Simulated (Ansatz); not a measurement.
Task: a comparison of functionals at one structure of GeTePb₂Se₂, space group P3m1, with the Python package of Ansatz (0.2.0). Give the script and its output. Level of theory (first run): BLYP, PAW, cutoff 510 eV, 6×6×2 k-points, fixed occupations. The script varies functional: blyp, pbesol, lda.

Contents of `getepb2se2.extxyz`:
```text
6
Lattice="4.32052576 0.0 0.0 -2.16026288 3.74168507 0.0 0.0 0.0 10.833923" Properties=species:S:1:pos:R:3 pbc="T T T"
Ge    0.00000000    0.00000000    0.06720282
Te    2.16026290    1.24722834    9.36759486
Pb    2.16026290    1.24722834    3.39446309
Pb   -0.00000002    2.49445672    7.08781244
Se   -0.00000002    2.49445672    1.73740373
Se    0.00000000    0.00000000    5.43031973
```

`getepb2se2_xc.py`
```python
"""One structure of GeTePb2Se2 under several functionals."""

import csv
import warnings

import ansatz as az

warnings.simplefilter("ignore", az.DeckWarning)

system = az.Crystal.from_extxyz("getepb2se2.extxyz")

job = (
    system.calculation()
    .occupations(az.OccupationsMethod.FIXED)
    .kpoints(6, 6, 2)
    .basis(510)
    .stress()
)

rows = []
for value in ["blyp", "pbesol", "lda"]:
    r = job.functional(value).run(threads=1).report
    rows.append((value, r["free_energy_ev"] / len(r["lattice"]["sites"]), r["n_iterations"], sum(r["stress_gpa"][i][i] for i in range(3)) / 3, r["n_kpoints"]))

with open("xc.csv", "w", newline="") as handle:
    writer = csv.writer(handle)
    writer.writerow(["functional", "F/atom (eV)", "iterations", "P (GPa)", "k-points"])
    writer.writerows([round(v, 5) if isinstance(v, float) else v for v in row] for row in rows)
print(open("xc.csv").read())
```

Output of `python getepb2se2_xc.py`:
```text
functional,F/atom (eV),iterations,P (GPa),k-points
blyp,-7689.06875,9,3.85341,14
pbesol,-7585.90588,8,-2.35312,14
lda,-7502.68638,8,-3.74913,14
```

From lowest to highest: LDA (-3.7 GPa), PBEsol (-2.4 GPa) and BLYP (3.9 GPa). At a fixed cell a lower pressure usually means a smaller equilibrium volume, so LDA prefers the smallest cell and BLYP the largest. Gaps by band count in the reports: BLYP 0.67 eV, PBEsol 0.50 eV and LDA 0.50 eV (Kohn-Sham values on this mesh, as a rule under measured gaps).

Caveats:
- Pressure is positive in compression.
- Spin-orbit coupling, which matters for elements this heavy, is left out.
- The structure comes from a database of computed cells and needn't be a stable or known phase.
- Total energies of different functionals can't be compared; pressures, moments and gaps at this one structure can.
- Finished in 40 s on 1 thread of Arm Neoverse V1, with other jobs on the host, peak memory 0.56 GiB.
